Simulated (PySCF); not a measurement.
# A gas-phase reaction: GeH4S + Cl2H2Si → ClGeH5SSi + ClH

What reaction energy should one expect for `[SH][GeH3]` + `Cl[SiH2]Cl` → `Cl[SiH2][S][GeH3]` + `Cl`?

Programs: PySCF 2.14.0. All values are calculated, for the isolated system unless a continuum is named. Atoms count from 0, parts from 1.

### 1 The system as given

Each species was relaxed by itself at PBE0-D3(BJ)/def2-SVPD.

### 2 Reaction energy: wB97M-D3(BJ)/def2-TZVPD

Job settings and geometry (Å):

```
{"job": {"kind": "react", "xc": "wB97M-D3(BJ)", "basis": "def2-TZVPD"}, "charge": 0, "multiplicity": 1}
-1 GeH4S charge 0 multiplicity 1
Ge    -0.380830    -0.396110    -0.144220
S      0.805090     1.495570    -0.305050
H     -1.294840    -0.383880    -1.374940
H      0.557330    -1.612310    -0.172220
H     -1.207010    -0.391600     1.150910
H      1.503690     1.293720     0.834220

-1 Cl2H2Si charge 0 multiplicity 1
Cl    -1.713850     0.931520    -0.229660
Si     0.162460     0.116970     0.054600
Cl    -0.002040    -1.929870     0.276070
H      0.728600     0.677370     1.302940
H      0.977270     0.391220    -1.151150

+1 ClGeH5SSi charge 0 multiplicity 1
Ge     1.256350    -0.532820    -0.902870
S     -0.985760    -0.449950    -1.086180
Si    -1.626080     0.344540     0.792550
Cl    -0.010740     0.811340     2.027510
H      1.818540     0.879260    -0.715120
H      1.652930    -1.465950     0.245330
H      1.656780    -1.118590    -2.263280
H     -2.447520    -0.655850     1.522370
H     -2.381720     1.606080     0.579670

+1 ClH charge 0 multiplicity 1
Cl     0.644670     0.003030    -0.006960
H     -0.643440    -0.006280     0.007300
```

Level: wB97M-D3(BJ)/def2-TZVPD reaction energy of separated species, gas phase.

Command:

```sh
$ OMP_NUM_THREADS=1 python cluster_run.py task.json out
```

One launch serves the whole session: the jobs run in the order shown.

**Question.** The jobs that follow are: PBE0-D3(BJ)/def2-TZVPD reaction energy of separated species, gas phase. Predict: reaction energy (wB97M-D3(BJ)/def2-TZVPD); ΔH, ΔG at 298 K (xTB thermal terms). Thermal terms come from harmonic xTB runs on each species.

The runs gave:

| quantity | value |
| --- | --- |
| reaction energy (wB97M-D3(BJ)/def2-TZVPD) | 8.52 kcal/mol |
| ΔH, ΔG at 298 K (xTB thermal terms) | +8.4, +10.0 kcal/mol |
| range of the reaction energy over the runs of this table | 7.26 to 8.52 kcal/mol |

What this shows: The reaction is endothermic by 8.4 kcal/mol in the gas phase; dispersion gives -1.13, and xTB itself gave 12.85 for the electronic energy (xTB energies and thermal terms come from the earlier relaxation of each species, not shown). No barrier was sought. The reaction energy runs from 7.26 (PBE0-D3(BJ)/def2-TZVPD) to 8.52 kcal/mol (wB97M-D3(BJ)/def2-TZVPD).
